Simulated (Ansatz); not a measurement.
# CH₅BS₂: how energies converge with the basis set

The task here is to estimate one member of a computed series from the others.

Method: one geometry, several basis sets; program: Ansatz 0.2.0, Gaussian basis.

Levels to be run: PBE0-D4/def2-SVP; ωB97M-V/def2-SVP; PBE0-D4/def2-QZVPP; ωB97M-V/def2-QZVPP; the functionals' def2-TZVPP values are taken from earlier runs.

## The relaxed structure

The geometry comes from an earlier relaxation with PBE0-D4 in a triple-zeta def2 set; it is a stationary point, not always the lowest conformer.

SMILES `CSBS`, 9 atoms, charge 0, spin multiplicity 1.

Atoms are counted from 1 here; the program's logs count them from 0.

Bond lengths: C1–S2 1.811 Å, C1–H5 1.090 Å, C1–H6 1.088 Å, C1–H7 1.088 Å, S2–B3 1.774 Å, B3–S4 1.787 Å, B3–H8 1.193 Å, S4–H9 1.346 Å. Angles: S2–C1–H5 107.1°, S2–C1–H6 110.5°, S2–C1–H7 110.5°, H5–C1–H6 109.2°, H5–C1–H7 109.2°, H6–C1–H7 110.2°, C1–S2–B3 103.2°, S2–B3–S4 122.7°, S2–B3–H8 121.0°, S4–B3–H8 116.3°, B3–S4–H9 98.7°.

Coordinates:

```
C    -0.09742    0.51116   -1.56877
S     0.64195    0.68908    0.07465
B    -0.14410   -0.59557    1.01272
S     0.21504   -0.88806    2.73872
H     0.34074    1.28173   -2.20229
H    -1.17489    0.65698   -1.52062
H     0.13035   -0.46788   -1.98609
H    -0.95144   -1.31664    0.51164
H     1.12837    0.08279    2.92293
```

The first run:

Contents of in.yaml:

```yaml
crystal:
  periodic: [false, false, false]
  atoms:
    - {symbol: C, position_ang: [-0.097420, 0.511161, -1.568769]}
    - {symbol: S, position_ang: [0.641951, 0.689081, 0.074649]}
    - {symbol: B, position_ang: [-0.144099, -0.595571, 1.012715]}
    - {symbol: S, position_ang: [0.215035, -0.888056, 2.738722]}
    - {symbol: H, position_ang: [0.340741, 1.281726, -2.202287]}
    - {symbol: H, position_ang: [-1.174888, 0.656982, -1.520617]}
    - {symbol: H, position_ang: [0.130347, -0.467876, -1.986086]}
    - {symbol: H, position_ang: [-0.951441, -1.316636, 0.511640]}
    - {symbol: H, position_ang: [1.128374, 0.082790, 2.922933]}
basis:
  gaussian: {orbitals: def2-SVP}
hamiltonian: {xc: pbe0, dispersion: d4}
output: {orbitals: {seedname: orbitals}}
```

Launch:

```bash
$ ansatz run in.yaml --threads 2 --pin off --events-out ev --progress --plain --max-ram 4352MiB
```

Among the steps run: PBE0-D4 in def2-SVP; ωB97M-V in def2-SVP; PBE0-D4 in def2-QZVPP; ωB97M-V in def2-QZVPP.

One table of the session follows, with a row left open; its other results are not shown here.

It belongs to the step «Functionals by basis». 

```
functional       basis  HOMO (eV)
   PBE0-D4    def2-SVP      -7.03
   PBE0-D4  def2-TZVPP      -7.10
   PBE0-D4  def2-QZVPP      -7.13
   ωB97M-V    def2-SVP      -9.08
   ωB97M-V  def2-TZVPP          ?
   ωB97M-V  def2-QZVPP      -9.22
```

Estimate the missing values for ωB97M-V, def2-TZVPP.

As computed: HOMO (eV): -9.20. In the column «HOMO (eV)» it lies between ωB97M-V, def2-QZVPP (-9.22) and ωB97M-V, def2-SVP (-9.08).
